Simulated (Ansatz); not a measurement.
I need an SCF with some post-processing of Cs2NaAlH6, space group Fm-3m. Use Ansatz's Python interface. Settings: LDA, PAW, the default cutoff (420 eV here), 4×4×4 k-points, fixed occupations.

```yaml
crystal:
  lattice:
    - [0.00000, 4.31296, 4.31296]
    - [4.31296, 0.00000, 4.31296]
    - [4.31296, 4.31296, 0.00000]
  atoms:
    - { symbol: Cs, position: [0.25000, 0.25000, 0.25000] }
    - { symbol: Cs, position: [0.75000, 0.75000, 0.75000] }
    - { symbol: Na, position: [0.50000, 0.50000, 0.50000] }
    - { symbol: Al, position: [0.00000, 0.00000, 0.00000] }
    - { symbol: H, position: [0.20875, 0.79124, 0.79124] }
    - { symbol: H, position: [0.20875, 0.79124, 0.20875] }
    - { symbol: H, position: [0.79124, 0.20875, 0.79124] }
    - { symbol: H, position: [0.79124, 0.79124, 0.20875] }
    - { symbol: H, position: [0.20875, 0.20875, 0.79124] }
    - { symbol: H, position: [0.79124, 0.20875, 0.20875] }
```

`run_analyse.py`:
```python
"""Electronic structure of Cs2NaAlH6, looked at from several sides."""

from pathlib import Path
import warnings

import ansatz as az
import numpy as np
from pymatgen.core import Lattice, Structure
from pymatgen.core import Structure
from pymatgen.io.ase import AseAtomsAdaptor
from pymatgen.symmetry.analyzer import SpacegroupAnalyzer

warnings.simplefilter("ignore", az.DeckWarning)

pmg_structure = Structure(
    Lattice([(0.0, 4.312959, 4.312959), (4.312959, 0.0, 4.312959), (4.312959, 4.312959, 0.0)]),
    ["Cs", "Cs", "Na", "Al", "H", "H", "H", "H", "H", "H"],
    [
        (0.25, 0.25, 0.25),
        (0.75, 0.75, 0.75),
        (0.5, 0.5, 0.5),
        (0.0, 0.0, 0.0),
        (0.208755, 0.791245, 0.791245),
        (0.208755, 0.791245, 0.208755),
        (0.791245, 0.208755, 0.791245),
        (0.791245, 0.791245, 0.208755),
        (0.208755, 0.208755, 0.791245),
        (0.791245, 0.208755, 0.208755),
    ],
)
cs2naalh6 = az.Crystal.from_ase(AseAtomsAdaptor.get_atoms(pmg_structure))

calc = cs2naalh6.calculation()
calc = calc.functional("lda").kpoints(4, 4, 4)
calc = calc.occupations("Fixed")
calc = calc.band_table().density()
calc = calc.electron_localization_function()
calc = calc.output_files(volumetric_format="npy")
outcome = calc.run()
r = outcome.report

for key in ("converged", "n_iterations", "n_electrons", "n_kpoints", "n_pw", "n_symmetry_ops", "free_energy_ev", "fermi_energy_ev"):
    print(f"{key:18s} {r[key]}")

final = Structure(outcome.lattice.cell_ang, [s.symbol for s in outcome.lattice.sites], [s.position_frac for s in outcome.lattice.sites])
distances = np.array([n.nn_distance for shell in final.get_all_neighbors(5.0) for n in shell])
values, counts = np.unique(distances.round(2), return_counts=True)
print("distance (A)  neighbours per atom")
for value, count in list(zip(values, counts))[:14]:
    print(f"{value:10.2f} {count / len(final):10.2f}")

# band edges over the mesh points; the true edges can lie between them
levels = np.array(r["eigenvalues_ev"])
filled = round(r["n_electrons"] / 2)
top, bottom = levels[:, filled - 1], levels[:, filled]
print("top of band", filled, "at k =", r["kpoints_frac"][top.argmax()], f"{top.max():.4f} eV")
print("bottom of band", filled + 1, "at k =", r["kpoints_frac"][bottom.argmin()], f"{bottom.min():.4f} eV")
print(f"gap by band count {bottom.min() - top.max():.3f} eV, least direct gap {(bottom - top).min():.3f} eV")

table = np.array(r["eigenvalues_ev"]) - r["fermi_energy_ev"]
filling = np.array(r["occupations"])
weights = np.tile(r["kweights"], len(table) // len(r["kweights"]))
print("band   lowest  highest (eV from E_F)  electrons")
for band in range(table.shape[1]):
    if table[:, band].max() > -10:
        print(f"{band + 1:4d} {table[:, band].min():8.3f} {table[:, band].max():8.3f} {weights @ filling[:, band]:18.4f}")
print("electrons counted from the table:", round(float(weights @ filling.sum(axis=1)), 5))

for term in (az.EnergyTerm.SMEARING, az.EnergyTerm.DISPERSION):
    print(f"F without {term.name.lower()}: {az.free_energy_without(r, term):.5f} eV")

# ELF is 0.5 in a uniform gas and nears 1 where pairs localise
folder = Path(outcome.write_results("elf"))
elf = np.load(folder / "elf.npy")
peak = np.unravel_index(elf.argmax(), elf.shape)
print(f"largest ELF {elf.max():.3f} at grid fractions", np.round(np.array(peak) / elf.shape, 3))
for level in (0.2, 0.5, 0.7, 0.8, 0.9):
    print(f"share of the cell with ELF over {level}: {np.mean(elf > level):.3f}")

analyser = SpacegroupAnalyzer(final, symprec=0.01)
standard = analyser.get_conventional_standard_structure()
print(analyser.get_crystal_system(), analyser.get_space_group_symbol(), len(standard), "atoms in the conventional cell")
print("a b c (A):", [round(x, 4) for x in standard.lattice.abc], " angles:", [round(x, 2) for x in standard.lattice.angles])
print(f"mass density {float(final.density):.3f} g/cm^3")
```

```console
$ python run_analyse.py
converged          True
n_iterations       6
n_electrons        36.0
n_kpoints          8
n_pw               3119
n_symmetry_ops     48
free_energy_ev     -13085.889266996453
fermi_energy_ev    3.3715292029387336
distance (A)  neighbours per atom
      1.80       1.20
      2.51       1.20
      2.55       2.40
      3.07       4.80
      3.55       2.40
      3.60       0.60
      3.74       3.20
      4.31       2.40
      4.37       2.40
      4.67       4.80
      4.99       4.80
      5.00       4.80
top of band 18 at k = [0.0, -0.5, -0.5] 3.3715 eV
bottom of band 19 at k = [0.0, 0.0, 0.0] 5.1320 eV
gap by band count 1.760 eV, least direct gap 2.225 eV
band   lowest  highest (eV from E_F)  electrons
   7   -8.276   -7.596             2.0000
   8   -7.956   -7.557             2.0000
   9   -7.844   -7.444             2.0000
  10   -7.474   -7.032             2.0000
  11   -7.397   -6.996             2.0000
  12   -7.397   -6.954             2.0000
  13   -5.778   -4.750             2.0000
  14   -2.635   -2.075             2.0000
  15   -2.434   -1.590             2.0000
  16   -2.434   -1.590             2.0000
  17   -1.107   -0.424             2.0000
  18   -0.464    0.000             2.0000
  19    1.760    4.068             0.0000
  20    3.677    5.562             0.0000
  21    4.540    5.562             0.0000
  22    4.667    5.562             0.0000
  23    5.017    6.430             0.0000
  24    5.443    6.430             0.0000
  25    5.622    7.000             0.0000
  26    5.663    7.000             0.0000
  27    6.520    7.000             0.0000
  28    6.817    8.375             0.0000
electrons counted from the table: 36.0
F without smearing: -13085.88927 eV
F without dispersion: -13085.88927 eV
largest ELF 1.000 at grid fractions [0.222 0.222 0.778]
share of the cell with ELF over 0.2: 0.515
share of the cell with ELF over 0.5: 0.343
share of the cell with ELF over 0.7: 0.253
share of the cell with ELF over 0.8: 0.204
share of the cell with ELF over 0.9: 0.099
cubic Fm-3m 40 atoms in the conventional cell
a b c (A): [8.6259, 8.6259, 8.6259]  angles: [90.0, 90.0, 90.0]
mass density 3.331 g/cm^3
```

Caveats:
- Total energies depend on the potentials; only differences at equal settings carry meaning.
- Semilocal gaps usually lie well under measured ones.
- With fixed filling the reported Fermi level is the top filled level among the k-points of the SCF.
- The zero of the levels is a convention of the potentials, so an absolute Fermi energy is no work function.
- Densities and potentials on the grid are those of the valence electrons, and inside the cores they hang on the potentials used.
- The structure comes from a database of computed cells and needn't be a stable or known phase.
- Gaps and levels are Kohn-Sham values on a finite set of k-points, without spin-orbit coupling.
- Finished in 2 s on 1 thread of Intel(R) Xeon(R) 6975P-C (Granite Rapids), with other jobs on the host, peak memory 0.51 GiB.
